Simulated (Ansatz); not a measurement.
# CoO: the cost of one run

Computed with Ansatz 0.2.0 (DFT PBE, scalar-relativistic, plane waves, PAW, unless a step's input says otherwise).

Spin polarisation is switched off on purpose; where the compound carries moments, volume, stiffness and gap are then not the real material's.

## 1. The system as given

It takes space group Fm-3m (No. 225, cubic). Conventional cell: a = 4.102 Å, b = 4.102 Å, c = 4.102 Å, α = 90.00°, β = 90.00°, γ = 90.00°. Around Co (site symmetry m-3m) lie 6 O at 2.05 Å. Around O (site symmetry m-3m) lie 6 Co at 2.05 Å.

Structure file:

```
CELL_PARAMETERS angstrom
0.00000 2.05090 2.05090
2.05090 0.00000 2.05090
2.05090 2.05090 0.00000
ATOMIC_POSITIONS crystal
Co 0.00000 0.00000 0.00000
O 0.50000 0.50000 0.50000
```

This cell comes from an earlier session at PBE: 8.626 Å³/atom at 0.04 GPa, on a 14×14×14 mesh.

Volume factors to run: 0.980, 1.020, 0.960, 1.040.

## 2. Scaling the volume by 0.980

File input.yaml:

```yaml
crystal:
  lattice:
    - [0.0, 2.0371302694, 2.0371302694]
    - [2.0371302694, 0.0, 2.0371302694]
    - [2.0371302694, 2.0371302694, 0.0]
  atoms:
    - { symbol: Co, position: [0.0, 0.0, 0.0] }
    - { symbol: O, position: [0.5, 0.5, 0.5] }
basis:
  ecutwfc: 420
  ecutrho_ratio: 4
kpoints:
  mp_grid: { grid: [14, 14, 14] }
hamiltonian:
  xc: pbe
scf:
  occupations: { method: gaussian, width: 0.05 }
output:
  forces: true
  stress: true
  eigenvalues: true
```

Run with:

```console
> ansatz run input.yaml --threads 1 --pin off --max-ram 2560MiB --backend cpu --events-out ev --progress --plain --runs-dir out
```

What time and memory should one allow on 1 thread of Intel Xeon Platinum 8488C (Sapphire Rapids), shared host?

About 1.5 s, with a peak of 0.36 GiB.
